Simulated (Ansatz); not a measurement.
# C₂H₇AlBF: one species, many methods

Aim: compute C₂H₇AlBF with functionals from several rungs and with coupled cluster. The yardstick is the atomisation energy at the CCSD(T) limit.

Computed with Ansatz 0.2.0, Gaussian basis. Level: functionals in def2-TZVPP, the program's frozen cores in correlated methods.

Plan: PBE-D4, r2SCAN-D4, PBE0-D4, B3LYP-D4, ωB97X-V, ωB97M-V, B2PLYP; CCSD(T)/def2-TZVPP; MP2/def2-QZVPP; extrapolation to the limit.

## 1. The geometry

An earlier PBE0-D4 in a triple-zeta def2 set relaxation fixed the geometry.

12 atoms, charge 0, spin multiplicity 1.

Atoms are counted from 1 here; the program's logs count them from 0.

Bond lengths: C1–B2 1.556 Å, C1–H6 1.093 Å, C1–H7 1.091 Å, C1–H8 1.106 Å, B2–Al3 2.134 Å, B2–H9 1.206 Å, Al3–C4 1.949 Å, Al3–F5 1.664 Å, C4–H10 1.095 Å, C4–H11 1.095 Å, C4–H12 1.093 Å. Angles: B2–C1–H6 114.5°, B2–C1–H7 117.4°, B2–C1–H8 102.4°, H6–C1–H7 109.9°, H6–C1–H8 105.0°, H7–C1–H8 106.3°, C1–B2–Al3 126.1°, C1–B2–H9 115.5°, Al3–B2–H9 118.3°, B2–Al3–C4 128.5°, B2–Al3–F5 116.0°, C4–Al3–F5 115.5°, Al3–C4–H10 110.9°, Al3–C4–H11 110.6°, Al3–C4–H12 113.0°, H10–C4–H11 106.5°, H10–C4–H12 107.9°, H11–C4–H12 107.7°.

## 2. PBE-D4 (GGA)

in.yaml reads:

```yaml
crystal:
  periodic: [false, false, false]
  atoms:
    - {symbol: C, position_ang: [-1.592854, -0.347787, 1.631770]}
    - {symbol: B, position_ang: [-0.674728, 0.695994, 0.931767]}
    - {symbol: Al, position_ang: [1.116261, 0.272502, -0.148799]}
    - {symbol: C, position_ang: [1.316145, -0.187674, -2.032424]}
    - {symbol: F, position_ang: [2.531684, 0.354981, 0.722571]}
    - {symbol: H, position_ang: [-2.142620, 0.039176, 2.494010]}
    - {symbol: H, position_ang: [-1.156208, -1.317653, 1.873828]}
    - {symbol: H, position_ang: [-2.365050, -0.538055, 0.862724]}
    - {symbol: H, position_ang: [-1.075228, 1.833129, 0.949810]}
    - {symbol: H, position_ang: [2.011876, 0.496130, -2.529593]}
    - {symbol: H, position_ang: [1.736876, -1.193243, -2.141039]}
    - {symbol: H, position_ang: [0.370746, -0.162599, -2.580724]}
basis:
  gaussian: {orbitals: def2-TZVPP}
hamiltonian: {xc: pbe, dispersion: d4}
output: {forces: true, orbitals: {seedname: orbitals}}
```

Started as:

```sh
$ ansatz run in.yaml --threads 4 --pin off --events-out ev --progress --plain --max-ram 10444MiB
```

Further steps of the session: r2SCAN-D4 (meta-GGA); PBE0-D4 (hybrid); B3LYP-D4 (hybrid); ωB97X-V (range-separated); ωB97M-V (range-separated); B2PLYP (double hybrid); CCSD(T) in def2-TZVPP; MP2 in def2-QZVPP.

Before running them: what should the planned runs give, taken together? Wanted: atomisation energy, CCSD(T)/CBS; farthest; mean size of error, hybrid; mean size of error, range-separated; gap, smallest and largest; T1 diagnostic; triples share of the correlation energy.

As calculated:

| quantity | value |
| --- | --- |
| atomisation energy, CCSD(T)/CBS | 1059.5 kcal/mol |
| functionals within 5.3 kcal/mol (0.5 %) | PBE0-D4, B3LYP-D4, ωB97X-V, ωB97M-V |
| farthest | PBE-D4 (+12.9 kcal/mol) |
| mean size of error, hybrid | 1.2 kcal/mol |
| mean size of error, range-separated | 2.9 kcal/mol |
| gap, smallest and largest | 3.04 eV (PBE-D4), 9.73 eV (ωB97X-V) |
| T1 diagnostic | 0.0114 |
| triples share of the correlation energy | 3.3 % |

PBE-D4 misses by +12.9 kcal/mol. Double hybrids carry the basis error of their MP2 part in triple zeta, and no dispersion term here, so their miss is partly the set-up's. The reference freezes the cores and leaves out relativity and excitations past (T), so misses under about 5.3 kcal/mol can't be ranked. Hartree-Fock recovers 77 % of the binding; the rest is correlation. The gap grows from 3.0 to 9.7 eV across the functionals, mostly with the share of exact exchange.
